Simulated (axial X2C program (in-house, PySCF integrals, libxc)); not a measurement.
# TeRh⁺: properties at the nuclei

Wanted for TeRh⁺: properties at the nuclei, at the two-component level.

Computed with an in-house X2C program for linear molecules on PySCF integrals. Level: two-component X2C with atomic mean-field terms, Te dyall-cv3z, Rh dyall-cv3z.

All values are calculated.

### Step 1. Input

File task.json:

```json
{
 "zs": [
  52,
  45
 ],
 "q": 1,
 "bas": [
  "dyall-cv3z",
  "dyall-cv3z"
 ],
 "r0": 2.38,
 "levels": [
  "PBE0",
  "HF",
  "B3LYP",
  "BP86",
  "LDA"
 ],
 "nst": 3
}
```

Keys: zs atomic numbers; q charge; bas basis sets; r0 starting distance in Å; levels methods (HF also brings MP2); nst determinants followed.

Run with:

```bash
$ python soeom.py task.json out
```

After this run come: Expectation values, lowest determinant; Expectation values, a higher determinant; Expectation values, a higher determinant.

Before running it: what results should come out? Wanted: lowest determinant; Eeff magnitude; Ws magnitude Te; A∥/gI Te; qzz Te; higher determinant (for each run or level that gives them).

As calculated:

| quantity | value |
| --- | --- |
| lowest determinant | Ω = 4 (excess of +ω over −ω: ω = 3/2, ω = 5/2) |
| Eeff magnitude (GV/cm), PBE0 | 4.02 |
| Ws magnitude Te (kHz), PBE0 | 0.181 |
| A∥/gI Te (MHz), PBE0 | -210 |
| qzz Te (a.u.), PBE0 | -4.02 |
| higher determinant | Ω = 3 (excess of +ω over −ω: ω = 1/2, ω = 5/2) |
| Eeff magnitude (GV/cm), PBE0, higher determinant | 3.67 |
| Ws magnitude Te (kHz), PBE0, higher determinant | 0.0929 |
| A∥/gI Te (MHz), PBE0, higher determinant | -15.5 |
| qzz Te (a.u.), PBE0, higher determinant | -3.06 |
| higher determinant | Ω = 1 (excess of +ω over −ω: ω = -1/2, ω = 3/2) |
| Eeff magnitude (GV/cm), PBE0, higher determinant | 1.41 |
| Ws magnitude Te (kHz), PBE0, higher determinant | 0.55 |
| A∥/gI Te (MHz), PBE0, higher determinant | -603 |
| qzz Te (a.u.), PBE0, higher determinant | -0.38 |

What this shows: In the first state, the effective field runs from 2.48 to 6.7 GV/cm over the mean-field levels, so the levels don't agree on it. The expectation values come from single determinants, which for open shells can mix terms of unlike spin or miss the lowest Ω, so a determinant need not be a state. Eeff is the effective electric field on the electron dipole moment in this Ω state and Ws the scalar–pseudoscalar constant (defined with the proton number Z and per Ω); A∥ is the parallel hyperfine constant, which follows by multiplying with the nuclear g factor gI = μI/(I μN); qzz is the electric field gradient, eQq0 = 234.96 MHz × Q/barn × qzz. The operators were transformed with the bare-nucleus X2C matrices.
